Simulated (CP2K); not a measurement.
The system is HfB.

```
Hf B
1.0
     3.26683    0.00000    0.00000
     1.63342    2.82916    0.00000
     1.63342    0.94305    2.66736
Hf B
1 1
Direct
  0.50000 0.50000 0.50000
  0.00000 0.00000 0.00000
```

Program: CP2K 2026.2. Alike in all runs: task band structure; no spin polarisation; cell as given; k mesh 10 × 10 × 10; smearing fermi-dirac 0.05 eV.

Question: Order these runs on this cell by their pressure, lowest first.
A. level PBE; potentials or basis POTENTIAL_UZH Hf GTH-PBE-q12, B GTH-PBE-q3; TZVP-MOLOPT-PBE-GTH basis; EPS_DEFAULT 1.0E-10; points a segment of the path (NPOINTS) 10; bands added on the path 4
B. level PBEsol; potentials or basis POTENTIAL_UZH Hf GTH-PBE-q12, B GTH-PBE-q3; TZVP-MOLOPT-PBE-GTH basis; EPS_DEFAULT 1.0E-9; points a segment of the path (NPOINTS) 6; bands added on the path 6
C. level LDA; potentials or basis GTH_POTENTIALS Hf GTH-PADE-q12, B GTH-PADE-q3; TZVP-MOLOPT-PBE-GTH basis; EPS_DEFAULT 1.0E-10; points a segment of the path (NPOINTS) 10; bands added on the path 2

Answer: C (-54.1 GPa), B (24.9 GPa), A (29.3 GPa).

Caveats: the basis of atomic orbitals isn't converged, which shifts pressures, moduli and gaps; a pressure of tens of GPa on the cell as given is suspect, and the run, the potentials or the cell itself is likely at fault (some runs); so large a pressure means that the cell lies far from this level's equilibrium, or that cutoff or potentials fall short (some runs); the potentials were made for another functional, which shifts forces and pressure (some runs).
